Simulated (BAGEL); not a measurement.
**One shape, several levels: doublet B2H2S2O+**

We compute a comparison of 6 runs (UHF/STO-3G, UHF/3-21G, ROHF/6-31G*, UHF/6-31G*, ROHF/cc-pVDZ, UHF/cc-pVDZ) of doublet B2H2S2O+. 

The results are computed with BAGEL 1.2.2.

2 further runs of the same task are left out: 2 set aside as unsound or not needed.

## 1. The molecule

The species is B2H2S2O+ (7 atoms), meant as a doublet with charge +1. SMILES of the parent species: `SB1OBS1`. Geometry: relaxed at PBE0-D4/def2-TZVP. This is one conformer, not always the lowest. That shape belongs to the parent species and isn't relaxed for this state.

Bond lengths: S1–B2 1.781 Å, B2–O3 1.394 Å, O3–B4 1.387 Å, B2–S5 1.841 Å, B4–S5 1.832 Å, S1–H6 1.345 Å, B4–H7 1.189 Å. Angles: S1–B2–O3 127.3°, S1–B2–S5 130.2°, O3–B2–S5 102.6°, B2–O3–B4 89.7°, O3–B4–S5 103.3°, B2–S5–B4 64.5°, B2–S1–H6 94.6°, O3–B4–H7 125.5°, S5–B4–H7 131.2°.

## 2. A single-point energy at UHF/STO-3G (density fitting with qzvpp-jkfit) (run 1)

Contents of input.json:

```json
{ "bagel" : [

{
  "title" : "molecule",
  "basis" : "sto-3g",
  "df_basis" : "qzvpp-jkfit",
  "angstrom" : true,
  "geometry" : [
    { "atom" : "S", "xyz" : [      -1.594700,       0.794600,       1.402500 ] },
    { "atom" : "B", "xyz" : [      -0.211900,       0.312100,       0.389500 ] },
    { "atom" : "O", "xyz" : [      -0.181400,      -0.697300,      -0.571400 ] },
    { "atom" : "B", "xyz" : [       1.146800,      -0.395600,      -0.834200 ] },
    { "atom" : "S", "xyz" : [       1.501400,       0.981700,       0.321000 ] },
    { "atom" : "H", "xyz" : [      -2.432400,      -0.120800,       0.882800 ] },
    { "atom" : "H", "xyz" : [       1.833600,      -0.942500,      -1.636000 ] }
  ]
},

{ "title" : "uhf", "charge" : 1, "nopen" : 1 },

{ "title" : "print", "file" : "orbitals.molden", "orbitals" : true }

]}
```

Started as:

```console
$ BAGEL_NUM_THREADS=1 BAGEL input.json > input.out
```

What it wrote:

```text
* using 1 threads per process

  ===============================================================
  ===============================================================

  *** Geometry ***

[... 23 lines left out ...]
      * DIIS with orbital gradients will be used.

  === UHF iteration (sto-3g) ===
      0       -909.88222013          0.03490465           0.05
      1       -909.99975065          0.01604811           0.05
      2       -910.02136689          0.00690263           0.05
[... 20 lines of this table left out ...]
     23       -910.03979190          0.00000001           0.05
    * SCF iteration converged.

    * S^2 (UHF) is 0.7803

    * Permanent dipole moment:
           (   -0.952670,     0.051572,     0.436617) a.u.

    * METHOD: UHF                                  1.39

    * METHOD: PRINT                                0.00

  ===============================================================
```

It took 1.9 s on 1 thread of Intel Xeon Platinum 8488C (Sapphire Rapids), shared host; peak memory 0.08 GiB.

## 3. The energy at UHF/3-21G (density fitting with qzvpp-jkfit) (run 2)

Contents of input.json:

```json
{ "bagel": [

{
  "title": "molecule",
  "basis": "3-21g",
  "df_basis": "qzvpp-jkfit",
  "angstrom": true,
  "geometry": [
    { "atom": "S", "xyz": [      -1.594700,       0.794600,       1.402500 ] },
    { "atom": "B", "xyz": [      -0.211900,       0.312100,       0.389500 ] },
    { "atom": "O", "xyz": [      -0.181400,      -0.697300,      -0.571400 ] },
    { "atom": "B", "xyz": [       1.146800,      -0.395600,      -0.834200 ] },
    { "atom": "S", "xyz": [       1.501400,       0.981700,       0.321000 ] },
    { "atom": "H", "xyz": [      -2.432400,      -0.120800,       0.882800 ] },
    { "atom": "H", "xyz": [       1.833600,      -0.942500,      -1.636000 ] }
  ]
},

{
  "title": "uhf",
  "charge": 1,
  "nopen": 1
},

{
  "title": "print",
  "file": "orbitals.molden",
  "orbitals": true
}

]}
```

Started as:

```console
$ BAGEL_NUM_THREADS=1 BAGEL input.json > input.out
```

What it wrote:

```text
* using 1 threads per process

  ===============================================================
  ===============================================================

  *** Geometry ***

[... 23 lines left out ...]
      * DIIS with orbital gradients will be used.

  === UHF iteration (3-21g) ===
      0       -915.39777315          0.04358393           0.09
      1       -915.51612888          0.03007587           0.09
      2       -915.54438479          0.02046662           0.09
[... 23 lines of this table left out ...]
     26       -915.56617755          0.00000001           0.09
    * SCF iteration converged.

    * S^2 (UHF) is 0.8249

    * Permanent dipole moment:
           (    1.118515,     0.134783,    -0.324239) a.u.

    * METHOD: UHF                                  2.56

    * METHOD: PRINT                                0.01

  ===============================================================
```

It took 3.3 s on 1 thread of Intel Xeon Platinum 8488C (Sapphire Rapids), shared host; peak memory 0.097 GiB.

## 4. A single-point energy at ROHF/6-31G(d) (density fitting with qzvpp-jkfit, spherical functions) (run 3)

Contents of calc.json:

```json
{ "bagel": [

{
  "title": "molecule",
  "basis": "6-31gs.json",
  "df_basis": "qzvpp-jkfit",
  "angstrom": true,
  "geometry": [
    { "atom": "S", "xyz": [   -1.594700,    0.794600,    1.402500 ] },
    { "atom": "B", "xyz": [   -0.211900,    0.312100,    0.389500 ] },
    { "atom": "O", "xyz": [   -0.181400,   -0.697300,   -0.571400 ] },
    { "atom": "B", "xyz": [    1.146800,   -0.395600,   -0.834200 ] },
    { "atom": "S", "xyz": [    1.501400,    0.981700,    0.321000 ] },
    { "atom": "H", "xyz": [   -2.432400,   -0.120800,    0.882800 ] },
    { "atom": "H", "xyz": [    1.833600,   -0.942500,   -1.636000 ] }
  ]
},
{
  "title": "rohf",
  "charge": 1,
  "nopen": 1
},
{
  "title": "print",
  "file": "orbitals.molden",
  "orbitals": true
}

]}
```

The basis set 6-31G* is read from a file made from the Basis Set Exchange's data (not shown).

Started as:

```console
$ BAGEL_NUM_THREADS=1 BAGEL calc.json > calc.out
```

What it wrote:

```text
* using 1 threads per process

  ===============================================================
  ===============================================================

  *** Geometry ***

[... 23 lines left out ...]
      * DIIS with orbital gradients will be used.

  === ROHF iteration (6-31gs.json) ===
      0       -919.98778892          0.03831887           0.15
      1       -920.10993790          0.02883002           0.15
      2       -920.15479537          0.01991886           0.16
[... 23 lines of this table left out ...]
     26       -920.19819618          0.00000001           0.14
    * SCF iteration converged.

    * S^2 (ROHF) is 0.7500

    * Permanent dipole moment:
           (    0.651615,    -0.045617,    -0.305699) a.u.

    * METHOD: ROHF                                 4.38

    * METHOD: PRINT                                0.01

  ===============================================================
```

Run time: 5.4 s. Hardware: 1 thread of Intel Xeon Platinum 8488C (Sapphire Rapids), shared host; peak memory 0.13 GiB.

Runs 4 to 5 aren't shown in full; the table further down has their settings and results.

## 5. A single-point energy at UHF/cc-pVDZ (density fitting with qzvpp-jkfit) (run 6)

Contents of job.json:

```json
{ "bagel" : [

{
  "title" : "molecule",
  "basis" : "cc-pvdz.json",
  "df_basis" : "qzvpp-jkfit",
  "angstrom" : "true",
  "geometry" : [
    { "atom" : "S", "xyz" : [   -1.594700,    0.794600,    1.402500 ] },
    { "atom" : "B", "xyz" : [   -0.211900,    0.312100,    0.389500 ] },
    { "atom" : "O", "xyz" : [   -0.181400,   -0.697300,   -0.571400 ] },
    { "atom" : "B", "xyz" : [    1.146800,   -0.395600,   -0.834200 ] },
    { "atom" : "S", "xyz" : [    1.501400,    0.981700,    0.321000 ] },
    { "atom" : "H", "xyz" : [   -2.432400,   -0.120800,    0.882800 ] },
    { "atom" : "H", "xyz" : [    1.833600,   -0.942500,   -1.636000 ] }
  ]
},
{
  "title" : "uhf",
  "charge" : 1,
  "nopen" : 1
},
{
  "title" : "print",
  "file" : "orbitals.molden",
  "orbitals" : "true"
}

]}
```

The basis set cc-pVDZ is read from a file made from the Basis Set Exchange's data (not shown).

Started as:

```console
$ BAGEL_NUM_THREADS=1 BAGEL job.json > job.out
```

What it wrote:

```text
* using 1 threads per process

  ===============================================================
  ===============================================================

  *** Geometry ***

[... 23 lines left out ...]
      * DIIS with orbital gradients will be used.

  === UHF iteration (cc-pvdz.json) ===
      0       -920.01856969          0.03097497           0.17
      1       -920.15212738          0.02486852           0.17
      2       -920.20738176          0.01639774           0.17
[... 26 lines of this table left out ...]
     29       -920.26581011          0.00000001           0.16
    * SCF iteration converged.

    * S^2 (UHF) is 0.8316

    * Permanent dipole moment:
           (    1.052786,    -0.051249,    -0.474161) a.u.

    * METHOD: UHF                                  5.14

    * METHOD: PRINT                                0.01

  ===============================================================
```

Wall time 6 s (1 thread of Intel Xeon Platinum 8488C (Sapphire Rapids), shared host); peak memory 0.14 GiB.

## 6. The series

| run | level | energy (Eh) | ⟨S²⟩ | wall time |
| --- | --- | --- | --- | --- |
| 1 | UHF/STO-3G (density fitting with qzvpp-jkfit) | -910.039792 | 0.780 | 1.9 s |
| 2 | UHF/3-21G (density fitting with qzvpp-jkfit) | -915.566178 | 0.825 | 3.3 s |
| 3 | ROHF/6-31G* (density fitting with qzvpp-jkfit, spherical functions) | -920.198196 | 0.750 | 5.4 s |
| 4 | UHF/6-31G* (density fitting with qzvpp-jkfit, spherical functions) | -920.210467 | 0.832 | 5.4 s |
| 5 | ROHF/cc-pVDZ (density fitting with qzvpp-jkfit) | -920.253968 | 0.750 | 6.3 s |
| 6 | UHF/cc-pVDZ (density fitting with qzvpp-jkfit) | -920.265810 | 0.832 | 6 s |

## 7. Results

| quantity | value |
| --- | --- |
| run 6: total energy | -920.26581 Eh |
| run 6: ⟨S²⟩ | 0.832 |

In run 1 the basis is minimal, so the values are rough. All runs together took 28 s, the longest 6.3 s.
